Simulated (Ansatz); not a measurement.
**r2SCAN0/cc-pVDZ run of CH5BN2 (SMILES NC1BN1)**

Aim: the electronic atomisation energy of CH5BN2 at r2SCAN0/cc-pVDZ, from 5 runs. 

The calculation is run with Ansatz 0.2.0.

74 further runs of the same task are left out: 74 set aside as unsound or not needed.

### 1 The structure to begin with

CH5BN2 has 9 atoms, charge 0, and is taken as a singlet. As SMILES, `NC1BN1`. The coordinates come from a PBE0-D4/def2-TZVP relaxation. This is one conformer, not always the lowest.

Bond lengths: N1–C2 1.431 Å, C2–B3 1.561 Å, C2–N4 1.467 Å, B3–N4 1.341 Å, N1–H5 1.010 Å, N1–H6 1.010 Å, C2–H7 1.092 Å, B3–H8 1.184 Å, N4–H9 1.004 Å. Some angles: N1–C2–B3 121.1°, N1–C2–N4 117.3°, B3–C2–N4 52.5°, C2–B3–N4 60.2°, C2–N4–B3 67.4°, N1–C2–H7 115.1°, B3–C2–H7 121.0°, N4–C2–H7 113.6°, C2–N1–H5 112.4°, C2–N1–H6 112.7°.

### 2 A single-point energy at r2SCAN0/cc-pVDZ

File input.yaml:

```yaml
crystal:
  periodic: [false, false, false]
  atoms:
    - {symbol: "N", position_ang: [0.142900, 1.194400, -0.640600]}
    - {symbol: C, position_ang: [-0.364200, -0.077200, -0.222300]}
    - {symbol: B, position_ang: [0.591200, -1.194100, 0.303200]}
    - {symbol: "N", position_ang: [-0.130500, -0.469900, 1.171500]}
    - {symbol: H, position_ang: [0.784000, 1.117400, -1.417000]}
    - {symbol: H, position_ang: [-0.589900, 1.842600, -0.892400]}
    - {symbol: H, position_ang: [-1.366400, -0.317200, -0.582700]}
    - {symbol: H, position_ang: [1.414200, -2.039000, 0.194700]}
    - {symbol: H, position_ang: [-0.392800, -0.103200, 2.068300]}
basis:
  gaussian: {orbitals: cc-pVDZ}
hamiltonian: {xc: {name: r2SCAN0}}
accuracy: high
output: {orbitals: {seedname: orbitals}}
```

The run is started by

```bash
$ ansatz run input.yaml --threads 1 --pin off --max-ram 3480MiB --events-out events.jsonl --progress --plain --runs-dir runs
```

What it wrote:

```text
Warning: RAYON_NUM_THREADS=1 ignored (pool sized by the plan → 1); use --threads N
Functional definition: r2SCAN0
  name "r2SCAN0"
  parameter a = 0.25
  parameter k0 = 0.174
  parameter k1 = 0.065
  parameter a1 = 4.9479
  exchange = (1 - a)*r2scan_x(k0 = k0, k1 = k1, a1 = a1) + a*exact_x
  correlation = r2scan_c
1915 factors; integrals over basis functions are off by at most 3.1e-9 eV
mean field evaluation 1: about -4764.6709 eV, gradient 5.3e1 eV
mean field evaluation 2: about -4761.2936 eV, gradient 6.6e1 eV
mean field evaluation 4: about -4770.6221 eV, gradient 3.0e0 eV
mean field evaluation 8: about -4770.6392 eV, gradient 2.3e-2 eV
mean field evaluation 16: about -4770.6392 eV, gradient 2.8e-6 eV
mean field -4770.63921374 eV, -175.3177574494 hartree, gradient 2.2e-8 eV, S^2 0.000000; 0 other end points of the search recorded, 0 dependent functions left out
reference -4770.63921433 eV, -175.3177574714 hartree; 15, 15 occupied and 66, 66 virtual orbitals, 1915 factors
Total energy: -4770.63921433 eV, -175.3177574714 hartree
```

It took 8.4 s on 1 thread of Arm Neoverse V2, shared host; peak memory 0.29 GiB.

### 3 The B atom at the same level

File in.yaml:

```yaml
crystal:
  periodic: [false, false, false]
  atoms:
    - symbol: B
      position_ang: [0.000000, 0.000000, 0.000000]
basis:
  gaussian:
    orbitals: cc-pVDZ
magnetization:
  spin_polarized: true
  initial_magnetization: 1
hamiltonian:
  xc: {name: r2SCAN0}
accuracy: high
```

The run is started by

```bash
$ ansatz run in.yaml --threads 1 --pin off --max-ram 3480MiB --events-out events.jsonl --progress --plain --runs-dir runs
```

What it wrote, cut to the lines that bear on the results:

```text
Warning: RAYON_NUM_THREADS=1 ignored (pool sized by the plan → 1); use --threads N
[... 8 set-up lines as earlier in the session ...]
96 factors; integrals over basis functions are off by at most 1.0e-9 eV
mean field evaluation 1: about -670.3041 eV, gradient 2.7e0 eV
mean field evaluation 2: about -670.3868 eV, gradient 6.5e-1 eV
mean field evaluation 4: about -670.3893 eV, gradient 6.6e-1 eV
mean field evaluation 8: about -670.3947 eV, gradient 9.2e-4 eV
mean field evaluation 16: about -668.6740 eV, gradient 6.3e0 eV
mean field -670.39474995 eV, -24.6365526509 hartree, gradient 8.7e-8 eV, S^2 0.755736; 1 other end points of the search recorded, 0 dependent functions left out
reference -670.39475105 eV, -24.6365526913 hartree; 3, 2 occupied and 11, 12 virtual orbitals, 96 factors
Total energy: -670.39475105 eV, -24.6365526913 hartree
```

Wall time 0.86 s (1 thread of Arm Neoverse V2, shared host); peak memory 0.096 GiB.

### 4 The C atom at the same level

File in.yaml:

```yaml
crystal:
  periodic: [false, false, false]
  atoms:
    - {symbol: C, position_ang: [0.000000, 0.000000, 0.000000]}
basis:
  gaussian: {orbitals: cc-pVDZ}
magnetization: {spin_polarized: true, initial_magnetization: 2}
hamiltonian: {xc: {name: r2SCAN0}}
accuracy: high
```

Run the same way, it converges to -37.82786 Eh (log not shown).

### 5 The H atom, same level

File input.yaml:

```yaml
crystal:
  periodic: [false, false, false]
  atoms:
    - {symbol: H, position_ang: [0.000000, 0.000000, 0.000000]}
basis:
  gaussian: {orbitals: cc-pVDZ}
magnetization: {spin_polarized: true, initial_magnetization: 1}
hamiltonian: {xc: {name: r2SCAN0}}
accuracy: high
```

The run is started by

```bash
$ ansatz run input.yaml --threads 1 --pin off --max-ram 3480MiB --events-out events.jsonl --progress --plain --runs-dir runs
```

What it wrote, cut to the lines that bear on the results:

```text
Warning: RAYON_NUM_THREADS=1 ignored (pool sized by the plan → 1); use --threads N
[... 8 set-up lines as earlier in the session ...]
15 factors; integrals over basis functions are off by at most 4.6e-8 eV
mean field evaluation 1: about -13.5812 eV, gradient 5.2e-1 eV
mean field evaluation 2: about -13.5847 eV, gradient 5.9e-2 eV
mean field evaluation 4: about -13.5846 eV, gradient 1.2e-5 eV
mean field evaluation 8: about -13.5846 eV, gradient 5.0e-11 eV
mean field -13.58462898 eV, -0.4992259069 hartree, gradient 5.0e-10 eV, S^2 0.750000; 0 other end points of the search recorded, 0 dependent functions left out
reference -13.58462964 eV, -0.4992259312 hartree; 1, 0 occupied and 4, 5 virtual orbitals, 15 factors
Total energy: -13.58462964 eV, -0.4992259312 hartree
```

Run time: 0.34 s. Hardware: 1 thread of Arm Neoverse V2, shared host.

### 6 The N atom

File in.yaml:

```yaml
crystal:
  periodic: [false, false, false]
  atoms:
    - {symbol: "N", position_ang: [0.000000, 0.000000, 0.000000]}
basis:
  gaussian: {orbitals: cc-pVDZ}
magnetization: {spin_polarized: true, initial_magnetization: 3}
hamiltonian: {xc: {name: r2SCAN0}}
accuracy: high
```

Run the same way, it converges to -54.56904 Eh (log not shown).

### 7 What came out

At r2SCAN0/cc-pVDZ:

| quantity | value |
| --- | --- |
| molecule: total energy | -175.31776 Eh |
| molecule: HOMO energy | -6.77 eV |
| molecule: LUMO energy | 0.85 eV |
| molecule: HOMO–LUMO gap | 7.62 eV |
| B atom: total energy | -24.63655 Eh |
| B atom: ⟨S²⟩ | 0.756 |
| C atom: total energy | -37.82786 Eh |
| C atom: ⟨S²⟩ | 2.005 |
| H atom: total energy | -0.49923 Eh |
| H atom: ⟨S²⟩ | 0.750 |
| N atom: total energy | -54.56904 Eh |
| N atom: ⟨S²⟩ | 3.753 |
| electronic atomisation energy | 33.175 eV |

**Reading.** Taking the molecule apart into free atoms costs 33.17 eV (3201 kJ/mol), before zero-point energy and without spin-orbit coupling.
